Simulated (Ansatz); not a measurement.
# TiN+ (quintet): the correlation ladder, def2-QZVPP

One table from this session's results is given with a row withheld; the runs are named, their logs left out.

Program: Ansatz 0.2.0, Gaussian basis. Level of theory: def2-QZVPP, core rule «outside noble gas», up to 10 orbitals frozen. These are calculated values, not measurements.

To be run: UHF; ROHF; CCSD(T) on UHF.

### What is computed

The geometry is a PBE0/def2-TZVP stationary point (not a proven minimum) of the parent state, kept for this charge and spin.

2 atoms, charge 1, spin multiplicity 5.

Atoms are counted from 1 here; the program's logs count them from 0.

Bond lengths: Ti1–N2 1.646 Å.

The first run:

Input file in.yaml:

```yaml
crystal:
  periodic: [false, false, false]
  atoms:
    - {symbol: Ti, position_ang: [0.000000, 0.000000, 0.000000]}
    - {symbol: N, position_ang: [0.000000, 0.000000, 1.646400]}
basis:
  gaussian: {orbitals: "def2-QZVPP.json"}
total_charge: 1
magnetization: {spin_polarized: true, initial_magnetization: 4}
hamiltonian: {xc: hf}
output: {orbitals: {seedname: orbitals}}
```

On the command line:

```console
ansatz run in.yaml --threads 1 --pin off --events-out ev --progress --plain --max-ram 3968MiB --backend cpu
```

Among the steps run: UHF; ROHF; CCSD(T) on UHF.

One of the session's tables, all rows but one given; the rest of the session is left out.

```
  method  from UCCSD(T) (kcal/mol)
    ROHF                         ?
     UHF                   +138.08
    UMP2                    +20.04
   UCCSD                     +7.34
UCCSD(T)                         0
```

Q: Estimate the row for ROHF from the others.

**Answer.** from UCCSD(T) (kcal/mol): +144.69. In the column «from UCCSD(T) (kcal/mol)» it is the highest.

Limits of these values: Warnings: coupled cluster took another determinant than the lowest.
